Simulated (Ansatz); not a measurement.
# CdBrF: how energies converge with the basis set

An exercise on one series of results from a longer session: the logs are not shown, and one member is left open.

The runs use Ansatz 0.2.0, Gaussian basis; one geometry, several basis sets.

The runs, in order: PBE0-D4/def2-SVP; ωB97M-V/def2-SVP; PBE0-D4/def2-QZVPP; ωB97M-V/def2-QZVPP; the functionals' def2-TZVPP values are taken from earlier runs.

## Structure used throughout

An earlier PBE0-D4 in a triple-zeta def2 set relaxation fixed the geometry. Cd takes the def2 core potential; no spin-orbit term is included.

SMILES `[F][Cd][Br]`, 3 atoms, charge 0, spin multiplicity 1.

Atoms are counted from 1 here; the program's logs count them from 0.

Bond lengths: F1–Cd2 1.934 Å, Cd2–Br3 2.384 Å. Angles: F1–Cd2–Br3 180.0°.

Coordinates:

```xyz
3

F    -0.47966    2.00653   -0.05175
Cd   -0.03793    0.12458   -0.00784
Br    0.50669   -2.19581    0.04629
```

Set-up of the first run:

The input, in.yaml:

```yaml
crystal:
  periodic: [false, false, false]
  atoms:
    - {symbol: F, position_ang: [-0.479658, 2.006531, -0.051751]}
    - {symbol: Cd, position_ang: [-0.037927, 0.124579, -0.007838]}
    - {symbol: Br, position_ang: [0.506685, -2.195810, 0.046289]}
basis:
  gaussian: {orbitals: def2-SVP}
hamiltonian: {xc: pbe0, dispersion: d4}
output: {orbitals: {seedname: orbitals}}
```

On the command line:

```sh
$ ansatz run in.yaml --threads 4 --pin off --events-out ev --progress --plain --max-ram 10444MiB
```

Steps of the session up to this table: PBE0-D4 in def2-SVP; ωB97M-V in def2-SVP; PBE0-D4 in def2-QZVPP; ωB97M-V in def2-QZVPP.

One table of the session follows, with a row left open; its other results are not shown here.

It belongs to the step «Functionals by basis». 

```
functional       basis  HOMO (eV)  LUMO (eV)
   PBE0-D4    def2-SVP      -8.48      -2.16
   PBE0-D4  def2-TZVPP      -8.66      -2.33
   PBE0-D4  def2-QZVPP      -8.66      -2.34
   ωB97M-V    def2-SVP     -10.65      -0.28
   ωB97M-V  def2-TZVPP          ?          ?
   ωB97M-V  def2-QZVPP     -10.87      -0.62
```

Q: Estimate the row for ωB97M-V, def2-TZVPP from the others.

As computed: HOMO (eV): -10.86; LUMO (eV): -0.49. In the column «HOMO (eV)» it lies between ωB97M-V, def2-QZVPP (-10.87) and ωB97M-V, def2-SVP (-10.65).
